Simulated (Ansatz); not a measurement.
# C₃H₇AlS: up Jacob's ladder to CCSD(T)

How much do the methods differ for C₃H₇AlS? The plan is to run it at one geometry with functionals of several rungs and with coupled cluster, and see how far each lands from CCSD(T) at the basis-set limit for the atomisation energy.

The runs use Ansatz 0.2.0, Gaussian basis; functionals in def2-TZVPP, the program's frozen cores in correlated methods.

Plan: PBE-D4, r2SCAN-D4, PBE0-D4, B3LYP-D4, ωB97X-V, ωB97M-V, B2PLYP; CCSD(T)/def2-TZVPP; MP2/def2-QZVPP; extrapolation to the limit.

### Step 1. Structure used throughout

An earlier PBE0-D4 in a triple-zeta def2 set relaxation fixed the geometry.

12 atoms, charge 0, spin multiplicity 1.

Atoms are counted from 1 here; the program's logs count them from 0.

Bond lengths: C1–C2 1.493 Å, C1–H6 1.093 Å, C1–H7 1.094 Å, C1–H8 1.098 Å, C2–S3 1.859 Å, C2–C4 1.555 Å, C2–Al5 1.911 Å, S3–Al5 2.394 Å, S3–H9 1.349 Å, C4–Al5 1.928 Å, C4–H10 1.094 Å, C4–H11 1.092 Å, Al5–H12 1.573 Å. Angles: C2–C1–H6 112.2°, C2–C1–H7 108.8°, C2–C1–H8 112.3°, H6–C1–H7 107.4°, H6–C1–H8 108.3°, H7–C1–H8 107.7°, C1–C2–S3 115.7°, C1–C2–C4 121.7°, C1–C2–Al5 158.6°, S3–C2–C4 100.9°, S3–C2–Al5 78.8°, C4–C2–Al5 66.7°, C2–S3–Al5 51.5°, C2–S3–H9 99.0°, Al5–S3–H9 98.5°, C2–C4–Al5 65.5°, C2–C4–H10 118.5°, C2–C4–H11 109.5° and more.

Geometry (Å):

```mol
C3H7AlS
  3D, bonds by distance, orders not assigned

 12 13  0  0  0  0  0  0  0  0999 V2000
   -1.4878    0.4710   -0.0973 C   0  0
   -0.0454    0.0947   -0.0087 C   0  0
    0.8642    0.0059   -1.6274 S   0  0
    0.4131   -1.2321    0.6594 C   0  0
    1.7706    0.1355    0.5849 Al  0  0
   -1.6294    1.4690   -0.5207 H   0  0
   -1.9117    0.4800    0.9110 H   0  0
   -2.0687   -0.2422   -0.6962 H   0  0
    0.8848    1.3202   -1.9297 H   0  0
    0.3316   -2.1603    0.0870 H   0  0
   -0.0816   -1.3429    1.6266 H   0  0
    3.0372    0.9460    1.0451 H   0  0
  1  2  8  0
  1  6  8  0
  1  7  8  0
  1  8  8  0
  2  3  8  0
  2  4  8  0
  2  5  8  0
  3  5  8  0
  3  9  8  0
  4  5  8  0
  4 10  8  0
  4 11  8  0
  5 12  8  0
M  END
```

### Step 2. PBE-D4 (GGA)

File in.yaml:

```yaml
crystal:
  periodic: [false, false, false]
  atoms:
    - {symbol: C, position_ang: [-1.487812, 0.471006, -0.097276]}
    - {symbol: C, position_ang: [-0.045435, 0.094674, -0.008657]}
    - {symbol: S, position_ang: [0.864218, 0.005928, -1.627362]}
    - {symbol: C, position_ang: [0.413075, -1.232055, 0.659413]}
    - {symbol: Al, position_ang: [1.770594, 0.135544, 0.584892]}
    - {symbol: H, position_ang: [-1.629399, 1.469012, -0.520703]}
    - {symbol: H, position_ang: [-1.911741, 0.479990, 0.911045]}
    - {symbol: H, position_ang: [-2.068663, -0.242233, -0.696241]}
    - {symbol: H, position_ang: [0.884786, 1.320199, -1.929660]}
    - {symbol: H, position_ang: [0.331562, -2.160262, 0.086997]}
    - {symbol: H, position_ang: [-0.081625, -1.342870, 1.626594]}
    - {symbol: H, position_ang: [3.037239, 0.945967, 1.045057]}
basis:
  gaussian: {orbitals: def2-TZVPP}
hamiltonian: {xc: pbe, dispersion: d4}
output: {forces: true, orbitals: {seedname: orbitals}}
```

Command:

```bash
> ansatz run in.yaml --threads 4 --pin off --events-out ev --progress --plain --max-ram 10444MiB
```

Further steps of the session: r2SCAN-D4 (meta-GGA); PBE0-D4 (hybrid); B3LYP-D4 (hybrid); ωB97X-V (range-separated); ωB97M-V (range-separated); B2PLYP (double hybrid); CCSD(T) in def2-TZVPP; MP2 in def2-QZVPP.

**Question.** What will the summary of the whole plan be? Wanted: atomisation energy, CCSD(T)/CBS; farthest; mean size of error, hybrid; mean size of error, range-separated; gap, smallest and largest; T1 diagnostic; triples share of the correlation energy.

The runs gave:

| quantity | value |
| --- | --- |
| atomisation energy, CCSD(T)/CBS | 43.905 eV |
| functionals within 0.220 eV (0.5 %) | B3LYP-D4, ωB97X-V |
| farthest | PBE-D4 (+0.985 eV) |
| mean size of error, hybrid | 0.254 eV |
| mean size of error, range-separated | 0.189 eV |
| gap, smallest and largest | 3.62 eV (PBE-D4), 9.61 eV (ωB97X-V) |
| T1 diagnostic | 0.0121 |
| triples share of the correlation energy | 4.5 % |

**Reading.** PBE-D4 misses by +0.985 eV. Double hybrids carry the basis error of their MP2 part in triple zeta, and no dispersion term here, so their miss is partly the set-up's. The reference freezes the cores and leaves out relativity and excitations past (T), so misses under about 0.220 eV can't be ranked. Hartree-Fock recovers 72 % of the binding; the rest is correlation. Orbital gaps span 3.6 to 9.6 eV; exact exchange widens them.
